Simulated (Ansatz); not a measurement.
# AlIn3Sb4: the cost of one run

Method: DFT PBE, scalar-relativistic, plane waves, PAW, unless a step names another level, in Ansatz 0.2.0.

1 further run of the same task is left out (it didn't finish). Runs told in other sessions of the task aren't counted.

## Step 1: The structure to begin with

Symmetry: P-43m, No. 215, cubic system. The conventional cell has a = 6.527 Å, b = 6.527 Å, c = 6.527 Å, α = 90.00°, β = 90.00°, γ = 90.00°. Around Al (site symmetry -43m) lie 4 Sb at 2.72 Å. In (site symmetry -42m) has 4 Sb at 2.86 Å in its first shell of neighbours. Around Sb (site symmetry 3m) lie 1 Al at 2.72 Å and 3 In at 2.86 Å.

Structure file:

```
Al In Sb
1.0
     6.52731    0.00000    0.00000
     0.00000    6.52731    0.00000
     0.00000    0.00000    6.52731
Al In Sb
1 3 4
Direct
  0.50000 0.50000 0.50000
  0.00000 0.50000 0.00000
  0.00000 0.00000 0.50000
  0.50000 0.00000 0.00000
  0.25901 0.74099 0.74099
  0.25901 0.25901 0.25901
  0.74099 0.74099 0.25901
  0.74099 0.25901 0.74099
```

It is the end of an earlier relaxation with the same method, from a generated guess; it is a trial structure. At a tolerance of 0.05 Å it has space group P-43m (No. 215); it has 34.76 Å³/atom, an uncorrected energy of -0.13 eV/atom over the elements and, on its mesh, gap none (metal).

## Step 2: Elastic constants, atoms relaxed

Contents of input.yaml:

```yaml
crystal:
  lattice:
    - [6.5294052833, 0.0, 0.0]
    - [0.0, 6.5294052833, 0.0]
    - [0.0, 0.0, 6.5294052833]
  atoms:
    - { symbol: Al, position: [0.5, 0.5, 0.5] }
    - { symbol: In, position: [0.0, 0.5, 0.0] }
    - { symbol: In, position: [0.0, 0.0, 0.5] }
    - { symbol: In, position: [0.5, 0.0, 0.0] }
    - { symbol: Sb, position: [0.2590465157, 0.7409534843, 0.7409534843] }
    - { symbol: Sb, position: [0.2590465157, 0.2590465157, 0.2590465157] }
    - { symbol: Sb, position: [0.7409534843, 0.7409534843, 0.2590465157] }
    - { symbol: Sb, position: [0.7409534843, 0.2590465157, 0.7409534843] }
basis:
  ecutwfc: 420
kpoints:
  mp_grid: { grid: [6, 6, 6] }
hamiltonian:
  xc: pbe
scf:
  occupations: { method: fermi_dirac, width: 0.15 }
output:
  forces: true
  stress: true
  eigenvalues: true
elastic:
  mode: relaxed_ion
  amplitude: 0.005
  stencil: two_point
```

The run is started by

```
$ ansatz run input.yaml --threads 4 --pin off --max-ram 8192MiB --backend cpu --events-out ev --progress --plain --runs-dir out
```

What time and memory should one allow on 4 threads of Intel Xeon Platinum 8488C (Sapphire Rapids), shared host?

About 6.4 min, with a peak of 1.3 GiB.
